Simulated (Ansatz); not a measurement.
# Two structures of Tc: comparison of enthalpies under pressure, by script

An exercise on one series of results from a longer session: the logs are not shown, and one member is left open.

All numbers are computed with the Python package of Ansatz 0.2.0. Level of theory: DFT LDA, plane waves, PAW.

## The system

Tc Fm-3m: It takes space group Fm-3m (No. 225, cubic). The conventional cell has a = 3.850 Å, b = 3.850 Å, c = 3.850 Å, α = 90.00°, β = 90.00°, γ = 90.00°. Tc (site symmetry m-3m) is surrounded by 12 Tc at 2.72 Å.

Tc P6_3/mmc: Symmetry: P6_3/mmc, No. 194, hexagonal system. Conventional cell: a = 2.720 Å, b = 2.720 Å, c = 4.442 Å, α = 90.00°, β = 90.00°, γ = 120.00°. Tc (site symmetry -6m2) has 12 Tc at 2.72 Å as nearest neighbours.

No structure file is read: the coordinates are typed or built in the script.

The first run:

transition.py

```python
import logging
import sys
import warnings

import ansatz as az
import numpy as np
from tabulate import tabulate

logging.basicConfig(stream=sys.stdout, format="%(name)s: %(message)s")
log = logging.getLogger("tc")
log.setLevel(logging.INFO)


def fcc(a_site, a):
    return (
        az.Lattice.fcc(a)
        .space_group(225)
        .atom(a_site, (0, 0, 0))
        .primitive()
    )


def hcp(a_site, a):
    return (
        az.Lattice.from_parameters(a, a, 1.633 * a, alpha=90, beta=90, gamma=120)
        .space_group(194)
        .atom(a_site, (1 / 3, 2 / 3, 0.25))
    )


def solve(name, crystal, pressure=0.0):
    calc = (
        crystal.calculation()
        .functional("lda")
        .basis(550)
        .kpoints(spacing=0.33)
        .occupations("fermi_dirac", width=0.1)
    )
    calc = calc.relax(force_tolerance=0.02, cell=True, pressure=pressure)
    return calc.run()


def volume_per_atom(outcome):
    return abs(np.linalg.det(outcome.lattice.cell_ang)) / len(outcome.lattice.sites)

warnings.simplefilter("ignore", az.DeckWarning)

phases = {}
phases["fcc"] = fcc("Tc", 3.85)
phases["hcp"] = hcp("Tc", 2.72)

pressures = [0, 10, 20, 30]
enthalpy, volume = {name: [] for name in phases}, {name: [] for name in phases}
for p in pressures:
    for name, crystal in phases.items():
        o = solve(name, crystal, pressure=p)
        volume[name].append(volume_per_atom(o))
        enthalpy[name].append(o.report["energy_sigma0_ev"] / len(o.lattice.sites) + p * volume[name][-1] / 160.21766)
gap = np.array(enthalpy["hcp"]) - np.array(enthalpy["fcc"])
rows = [(p, va, vb, 1000 * d) for p, va, vb, d in zip(pressures, volume["fcc"], volume["hcp"], gap)]
print(tabulate(rows, headers=["P (GPa)", "V fcc (A^3/atom)", "V hcp (A^3/atom)", "H(hcp) - H(fcc) (meV/atom)"], floatfmt=".4f", tablefmt="simple"))
crossings = [p0 - g0 * (p1 - p0) / (g1 - g0) for p0, p1, g0, g1 in zip(pressures, pressures[1:], gap, gap[1:]) if g0 * g1 < 0]
print("crossing near", [round(float(p), 1) for p in crossings], "GPa") if crossings else print("no crossing in this range")
```

On the command line:

```sh
$ python transition.py
```

Among the steps run: Running it.

One table of the session follows, with a row left open; its other results are not shown here.

It belongs to the step «Run by run». Enthalpy H = E + pV of the second structure less the first:

```
pressure (GPa)  ΔH (meV/atom)
             0          -80.6
            10              ?
            20          -86.7
            30          -89.5
```

Q: Estimate the row for pressure (GPa) = 10 from the others.

Worked estimate for «ΔH (meV/atom)». A straight line through the neighbours (0, -80.6) and (20, -86.7) gives -80.6 + (-86.7 + 80.6) × (10 − 0) / (20 − 0) = -83.7; a parabola fitted to 3 rows on both sides gives -83.7.

The run gave: ΔH (meV/atom): -83.8. In «ΔH (meV/atom)» the line misses by +0.1 and the parabola by +0.1.

Caveats from the session: Caveats:
- At a fixed pressure a relaxation lowers the enthalpy F + PV, while F alone can rise.
- For the metals among these cells the mesh is coarse, so their volumes and pressures are rough.
- Only these two structures are compared, at zero temperature and with their symmetry kept; either may be hypothetical, and another phase may be lower than both.
